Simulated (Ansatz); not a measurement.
# C₄H₉Cl₂GaO: small, medium and large basis sets

How large a basis does C₄H₉Cl₂GaO need? Two functionals are run in growing sets.

Program: Ansatz 0.2.0, Gaussian basis. Level of theory: one geometry, several basis sets. These are calculated values, not measurements.

Plan: PBE0-D4/def2-SVP; ωB97M-V/def2-SVP; PBE0-D4/def2-QZVPP; ωB97M-V/def2-QZVPP; the functionals' def2-TZVPP values are taken from earlier runs.

## (1) The geometry

The geometry comes from an earlier relaxation with PBE0-D4 in a triple-zeta def2 set; it is a stationary point, not always the lowest conformer.

SMILES `CC(C)(C)[O][Ga]([Cl])[Cl]`, 17 atoms, charge 0, spin multiplicity 1.

Atoms are counted from 1 here; the program's logs count them from 0.

Bond lengths: C1–C2 1.521 Å, C1–H9 1.093 Å, C1–H10 1.092 Å, C1–H11 1.092 Å, C2–C3 1.521 Å, C2–C4 1.520 Å, C2–O5 1.431 Å, C3–H12 1.092 Å, C3–H13 1.092 Å, C3–H14 1.093 Å, C4–H15 1.091 Å, C4–H16 1.091 Å, C4–H17 1.092 Å, O5–Ga6 1.756 Å, Ga6–Cl7 2.116 Å, Ga6–Cl8 2.128 Å. Angles: C2–C1–H9 111.0°, C2–C1–H10 110.9°, C2–C1–H11 110.1°, H9–C1–H10 107.7°, H9–C1–H11 108.8°, H10–C1–H11 108.3°, C1–C2–C3 111.0°, C1–C2–C4 110.5°, C1–C2–O5 109.8°, C3–C2–C4 110.5°, C3–C2–O5 109.8°, C4–C2–O5 105.1°, C2–C3–H12 110.1°, C2–C3–H13 110.9°, C2–C3–H14 111.0°, H12–C3–H13 108.3°, H12–C3–H14 108.8°, H13–C3–H14 107.7° and more.

Geometry (Å):

```xyz
17
C4H9Cl2GaO
C    -0.5152   -1.4024   -0.1144
C     0.1521   -0.1104    0.3324
C     1.4069    0.1644   -0.4827
C     0.4822   -0.1666    1.8156
O    -0.7636    0.9810    0.1963
Ga   -1.5197    1.5700   -1.2755
Cl   -2.8177    3.2274   -1.0631
Cl   -1.2424    0.7659   -3.2265
H    -0.7551   -1.3711   -1.1808
H     0.1431   -2.2580    0.0525
H    -1.4366   -1.5644    0.4494
H     1.8512    1.1152   -0.1803
H     2.1486   -0.6233   -0.3325
H     1.1785    0.2058   -1.5513
H     0.9299    0.7752    2.1380
H    -0.4261   -0.3316    2.3979
H     1.1838   -0.9770    2.0251
```

## (2) PBE0-D4 in def2-SVP

Input file in.yaml:

```yaml
crystal:
  periodic: [false, false, false]
  atoms:
    - {symbol: C, position_ang: [-0.515186, -1.402427, -0.114398]}
    - {symbol: C, position_ang: [0.152136, -0.110442, 0.332397]}
    - {symbol: C, position_ang: [1.406860, 0.164405, -0.482733]}
    - {symbol: C, position_ang: [0.482182, -0.166582, 1.815569]}
    - {symbol: O, position_ang: [-0.763614, 0.981009, 0.196280]}
    - {symbol: Ga, position_ang: [-1.519701, 1.570030, -1.275462]}
    - {symbol: Cl, position_ang: [-2.817719, 3.227378, -1.063149]}
    - {symbol: Cl, position_ang: [-1.242447, 0.765894, -3.226483]}
    - {symbol: H, position_ang: [-0.755126, -1.371141, -1.180775]}
    - {symbol: H, position_ang: [0.143147, -2.257978, 0.052472]}
    - {symbol: H, position_ang: [-1.436554, -1.564413, 0.449372]}
    - {symbol: H, position_ang: [1.851242, 1.115222, -0.180255]}
    - {symbol: H, position_ang: [2.148613, -0.623266, -0.332526]}
    - {symbol: H, position_ang: [1.178506, 0.205790, -1.551319]}
    - {symbol: H, position_ang: [0.929910, 0.775197, 2.137994]}
    - {symbol: H, position_ang: [-0.426084, -0.331642, 2.397946]}
    - {symbol: H, position_ang: [1.183835, -0.977024, 2.025070]}
basis:
  gaussian: {orbitals: def2-SVP}
hamiltonian: {xc: pbe0, dispersion: d4}
output: {orbitals: {seedname: orbitals}}
```

Launch:

```console
$ ansatz run in.yaml --threads 4 --pin off --events-out ev --progress --plain --max-ram 66560MiB --backend cpu
```

After this run come: ωB97M-V in def2-SVP; PBE0-D4 in def2-QZVPP; ωB97M-V in def2-QZVPP.

Q: Predict the results of all the runs planned. Wanted: PBE0-D4: double and triple zeta above quadruple; ωB97M-V: double and triple zeta above quadruple.

**Answer**, as computed:

```
                                       quantity           value
PBE0-D4: double and triple zeta above quadruple  24.63, 2.27 eV
ωB97M-V: double and triple zeta above quadruple  24.75, 2.18 eV
```

PBE0-D4 gains 22.36 eV from double to triple zeta, then 2.27 eV more. These are total energies; as a rule much of such shifts cancels in differences, which this series doesn't test.
